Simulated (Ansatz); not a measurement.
# GeH₄ + CH₅N: a complex and its separated parts

The complex below is one end of an elementary step. How strongly is it bound against its free parts?

Computed with Ansatz 0.2.0, Gaussian basis. Level: PBE0-D4/def2-TZVP structures, single points in def2-TZVPP, no counterpoise correction.

Levels: SPW92, PBE-D4, BLYP-D4, r2SCAN-D4, B97M-V, PBE0-D4, B3LYP-D4, r2SCAN0-D4, BHLYP-D4, CAM-B3LYP-D4, wB97X-V, wB97M-V, B2PLYP, PBE-QIDH, RPA on PBE, Hartree-Fock, MP2, CCSD, CCSD(T).

Correlated methods freeze the cores. Filled d shells of the heavier atoms are correlated. B3LYP uses VWN-RPA correlation. B2PLYP carries no dispersion term here.

94 further runs of the same task are left out: 94 set aside as unsound or not needed.

### 1 The system as given

The complex: 12 atoms, charge 0, spin multiplicity 1.

Atoms are counted from 1 here; the program's logs count them from 0.

Bond lengths: Ge1–H4 1.533 Å, Ge1–H5 1.532 Å, Ge1–H6 1.546 Å, Ge1–H8 1.533 Å, N2–C3 1.453 Å, N2–H7 1.012 Å, N2–H9 1.012 Å, C3–H10 1.092 Å, C3–H11 1.092 Å, C3–H12 1.099 Å. Angles: H4–Ge1–H5 111.2°, H4–Ge1–H6 107.7°, H4–Ge1–H8 110.9°, H5–Ge1–H6 107.9°, H5–Ge1–H8 111.2°, H6–Ge1–H8 107.7°, C3–N2–H7 110.9°, C3–N2–H9 110.9°, H7–N2–H9 107.0°, N2–C3–H10 109.3°, N2–C3–H11 109.3°, N2–C3–H12 115.1°, H10–C3–H11 107.0°, H10–C3–H12 107.9°, H11–C3–H12 107.9°.

Geometry (Å):

```xyz
12

Ge   -1.1142    1.1230    1.3582
N     0.8237    0.0943   -0.8967
C     0.6641   -1.3499   -0.8896
H    -1.9346    0.3879    0.2916
H    -0.4597    2.3834    0.7829
H    -2.0840    1.5608    2.4795
H     1.7838    0.3525   -0.7082
H    -0.0691    0.1910    1.9827
H     0.5859    0.4797   -1.8016
H    -0.3828   -1.5978   -1.0787
H     0.9090   -1.7347    0.1030
H     1.2779   -1.8903   -1.6231
```

Its parts: GeH₄ holds atoms 1, 4, 5, 6, 8; CH₅N holds atoms 2, 3, 7, 9, 10, 11, 12. Each part counts its atoms afresh in its own runs.

### 2 Relaxing GeH₄ alone

File relax-a/in.yaml:

```yaml
crystal:
  periodic: [false, false, false]
  atoms:
    - {symbol: Ge, position_ang: [-1.114241, 1.123013, 1.358200]}
    - {symbol: H, position_ang: [-1.934602, 0.387852, 0.291647]}
    - {symbol: H, position_ang: [-0.459733, 2.383386, 0.782859]}
    - {symbol: H, position_ang: [-2.084045, 1.560845, 2.479539]}
    - {symbol: H, position_ang: [-0.069087, 0.190992, 1.982737]}
basis:
  gaussian: {orbitals: def2-TZVP}
hamiltonian: {xc: pbe0, dispersion: d4}
relax: {f_tol: 0.005, max_steps: 200}
```

Run with:

```bash
$ ansatz run in.yaml --threads 4 --pin off --events-out ev --progress --plain --max-ram 9574MiB
```

The runs that follow: Relaxing CH₅N alone; SPW92/def2-TZVPP; PBE-D4/def2-TZVPP; BLYP-D4/def2-TZVPP; r2SCAN-D4/def2-TZVPP; B97M-V/def2-TZVPP; PBE0-D4/def2-TZVPP; B3LYP-D4/def2-TZVPP; r2SCAN0-D4/def2-TZVPP; BHLYP-D4/def2-TZVPP; CAM-B3LYP-D4/def2-TZVPP; wB97X-V/def2-TZVPP; wB97M-V/def2-TZVPP; B2PLYP/def2-TZVPP; PBE-QIDH/def2-TZVPP; RPA on PBE/def2-TZVPP; CCSD(T)/def2-TZVPP; MP2/def2-QZVPP; Vibrations of GeH₄; Vibrations of CH₅N.

Q: Predict the outcome of this session. Wanted: complex less parts, CCSD(T)/def2-TZVPP; with zero-point energy; largest T1 diagnostic.

The runs gave:

```
                              quantity         value
complex less parts, CCSD(T)/def2-TZVPP  -12.3 kJ/mol
                with zero-point energy   -7.7 kJ/mol
                 largest T1 diagnostic         0.012
```

What this shows: At CCSD(T) the complex lies 12.3 kJ/mol below its parts. Among the functionals r2SCAN-D4 lands nearest to CCSD(T) (+0.2 kJ/mol) and SPW92 farthest (-7.9 kJ/mol). r2SCAN0-D4 is as near within the digits shown. By rung, the mean size of the error is: LDA 7.9, GGA 1.0, meta-GGA 0.9, hybrid 0.8, range-separated hybrid 0.8, double hybrid 3.6 kJ/mol. PBE-D4 gives a relative energy 1.6 kJ/mol too low, an error of 13 % of the reference. No counterpoise was applied, and triple zeta lacks some correlation, so the CCSD(T) reference has a basis error of its own, and close matches with it are partly luck.
